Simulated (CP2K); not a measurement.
Runs of CP2K 2026.2 on HPbNO4. The typed cell holds 7 atoms: a = 4.275 Å, b = 5.609 Å, c = 5.670 Å, α = 100.02°, β = 111.92°, γ = 111.82°. The cell was built by a generator and needn't be a form met in nature.

| task | level | potentials or basis | cell | k mesh | smearing | EPS_DEFAULT | k points reduced by the point group | NGRIDS | points a segment of the path (NPOINTS) | bands added on the path | gap on the mesh (eV) | pressure (GPa) | relaxed volume (Å³/atom) | largest force (eV/Å) |
| --- | --- | --- | --- | --- | --- | --- | --- | --- | --- | --- | --- | --- | --- | --- |
| band structure | SCAN | POTENTIAL_UZH H GTH-PBE-q1, Pb GTH-PBE-q4, N GTH-PBE-q5, O GTH-PBE-q6; TZVP-MOLOPT-PBE-GTH basis | as given | 8 × 6 × 6 | fermi-dirac 0.05 eV | 1.0E-10 | yes | 5 | 10 | 6 | (b) | -0.3 | - | 0.25 |
| single point | PBE | POTENTIAL_UZH H GTH-PBE-q1, Pb GTH-PBE-q4, N GTH-PBE-q5, O GTH-PBE-q6; TZVP-MOLOPT-PBE-GTH basis | as given | 8 × 6 × 6 | fermi-dirac 0.05 eV | 1.0E-10 | yes | 5 | - | - | 2.78 | 1.6 | - | 0.55 |
| band structure | PBEsol | POTENTIAL_UZH H GTH-PBE-q1, Pb GTH-PBE-q4, N GTH-PBE-q5, O GTH-PBE-q6; TZVP-MOLOPT-PBE-GTH basis | as given | 8 × 6 × 6 | fermi-dirac 0.05 eV | 1.0E-10 | yes | 5 | 10 | 6 | 2.75 | (c) | - | 0.46 |
| band structure | PBE | POTENTIAL_UZH H GTH-PBE-q1, Pb GTH-PBE-q4, N GTH-PBE-q5, O GTH-PBE-q6; TZVP-MOLOPT-PBE-GTH basis | as given | 8 × 6 × 6 | fermi-dirac 0.01 eV | 1.0E-9 | yes | 4 | 10 | 2 | 2.78 | 1.6 | - | 0.55 |
| relaxation of cell and atoms | PBEsol | POTENTIAL_UZH H GTH-PBE-q1, Pb GTH-PBE-q4, N GTH-PBE-q5, O GTH-PBE-q6; DZVP-MOLOPT-PBE-GTH basis | relaxed | 6 × 4 × 4 | fermi-dirac 0.05 eV | 1.0E-10 | - | 5 | - | - | 2.56 | 0.0 | 14.67 | - |
| electron localisation function | PBE | POTENTIAL_UZH H GTH-PBE-q1, Pb GTH-PBE-q4, N GTH-PBE-q5, O GTH-PBE-q6; TZVP-MOLOPT-PBE-GTH basis | as given | 8 × 6 × 6 | fermi-dirac 0.01 eV | 1.0E-10 | yes | 5 | - | - | 2.78 | 1.6 | - | 0.55 |
| relaxation of cell and atoms | PBE | POTENTIAL_UZH H GTH-PBE-q1, Pb GTH-PBE-q4, N GTH-PBE-q5, O GTH-PBE-q6; DZVP-MOLOPT-PBE-GTH basis | relaxed | 6 × 4 × 4 | fermi-dirac 0.05 eV | 1.0E-10 | - | 5 | - | - | 2.73 | 0.0 | (a) | 0.03 |
| band structure | LDA | POTENTIAL_UZH H GTH-PBE-q1, Pb GTH-PBE-q4, N GTH-PBE-q5, O GTH-PBE-q6; TZVP-MOLOPT-PBE-GTH basis | as given | 8 × 6 × 6 | fermi-dirac 0.05 eV | 1.0E-10 | yes | 5 | 10 | 6 | 2.69 | -0.9 | - | 0.75 |

Alike in all rows: no spin polarisation.

**Question.** Fill in the values left out.

**Answer.** (a) 15.70; (b) 3.24; (c) 0.2.

Caveats: spin-orbit coupling is left out, which as a rule narrows the gap of such compounds by several tenths of an eV; the basis of atomic orbitals isn't converged, which shifts pressures, moduli and gaps; the potentials were made for another functional, which shifts forces and pressure (some runs); the forces don't sum to zero, a sign of grid noise (some runs).

A k mesh can miss the band edges, and the runs leave out spin-orbit coupling on Pb.

Not every run made on this cell is shown here.
